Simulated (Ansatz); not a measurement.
# NaZnCl3: the cost of one run

All numbers below are computed with Ansatz 0.2.0 (DFT PBE, scalar-relativistic, plane waves, PAW).

### Step 1. The starting structure

The cell holds 15 atoms (Cl9Na3Zn3): a = 7.375 Å, b = 7.310 Å, c = 7.576 Å, α = 87.55°, β = 89.61°, γ = 89.22°.

It is the last frame of an earlier stage of the same melt, run at 300 K.

Coordinates:

```cif
data_structure
_symmetry_space_group_name_H-M 'P 1'
_symmetry_Int_Tables_number 1
_cell_length_a 7.3748
_cell_length_b 7.3098
_cell_length_c 7.5761
_cell_angle_alpha 87.551
_cell_angle_beta 89.615
_cell_angle_gamma 89.222
_cell_volume 408.00
loop_
_atom_site_label
_atom_site_type_symbol
_atom_site_fract_x
_atom_site_fract_y
_atom_site_fract_z
_atom_site_occupancy
Na1 Na 0.65670 0.56587 0.80491 1
Na2 Na 0.75642 0.99036 0.99972 1
Na3 Na 0.68890 0.51156 0.35189 1
Cl1 Cl 0.19241 0.26203 0.92961 1
Cl2 Cl 0.42448 0.74978 0.03120 1
Cl3 Cl 0.65669 0.31535 0.07627 1
Cl4 Cl 0.06621 0.59106 0.25150 1
Cl5 Cl 0.82350 0.28094 0.61447 1
Cl6 Cl 0.60767 0.84718 0.42815 1
Cl7 Cl 0.96317 0.76390 0.82152 1
Cl8 Cl 0.31656 0.52258 0.60862 1
Cl9 Cl 0.16536 0.07920 0.40316 1
Zn1 Zn 0.17457 0.56670 0.97234 1
Zn2 Zn 0.12747 0.25381 0.63243 1
Zn3 Zn 0.31168 0.78493 0.38241 1
```

### Step 2. Relaxing on a coarse mesh

A cheap relaxation: coarse mesh, no symmetry, loose thresholds.

Input file input.yaml:

```yaml
crystal:
  lattice:
    - [7.374602, 0.04957, 0.024618]
    - [0.04957, 7.307944, 0.158941]
    - [0.024618, 0.158941, 7.574409]
  atoms:
    - { symbol: Na, position: [0.6567038709, 0.5658712583, 0.8049057261] }
    - { symbol: Na, position: [0.7564249099, 0.9903603039, 0.9997243484] }
    - { symbol: Na, position: [0.6888973901, 0.5115613846, 0.3518854066] }
    - { symbol: Cl, position: [0.1924144871, 0.2620277504, 0.9296123388] }
    - { symbol: Cl, position: [0.4244775276, 0.749778924, 0.0312019802] }
    - { symbol: Cl, position: [0.656685812, 0.3153459872, 0.0762714037] }
    - { symbol: Cl, position: [0.0662051695, 0.5910600763, 0.2515024953] }
    - { symbol: Cl, position: [0.8235021812, 0.2809407594, 0.6144723198] }
    - { symbol: Cl, position: [0.6076724498, 0.8471756624, 0.428147743] }
    - { symbol: Cl, position: [0.9631728451, 0.7638959537, 0.8215167754] }
    - { symbol: Cl, position: [0.3165620432, 0.5225775376, 0.6086151022] }
    - { symbol: Cl, position: [0.1653623607, 0.0792002935, 0.4031610405] }
    - { symbol: Zn, position: [0.174570552, 0.5666977984, 0.9723354701] }
    - { symbol: Zn, position: [0.1274674898, 0.2538067426, 0.632432399] }
    - { symbol: Zn, position: [0.3116803406, 0.7849314181, 0.3824084436] }
  symmetry: { detect: false }
basis:
  ecutwfc: 420
kpoints:
  mp_grid: { grid: [1, 1, 1], shift: [0.25, 0.25, 0.25] }
hamiltonian:
  xc: pbe
scf:
  occupations: { method: gaussian, width: 0.1 }
  lower_state_search: "off"
output:
  forces: true
  stress: true
  eigenvalues: true
relax:
  adjacent_minimum: "off"
  f_tol: 0.04
  max_steps: 70
  cell: { stress_tol: 0.3 }
```

On the command line:

```
ansatz run input.yaml --threads 2 --pin off --max-ram 5120MiB --backend cpu --events-out ev --progress --plain --runs-dir out
```

**Question.** How long does this run take on 2 threads of Arm Neoverse V2, shared host, and how much memory does it need?

About 74 s, with a peak of 0.58 GiB.
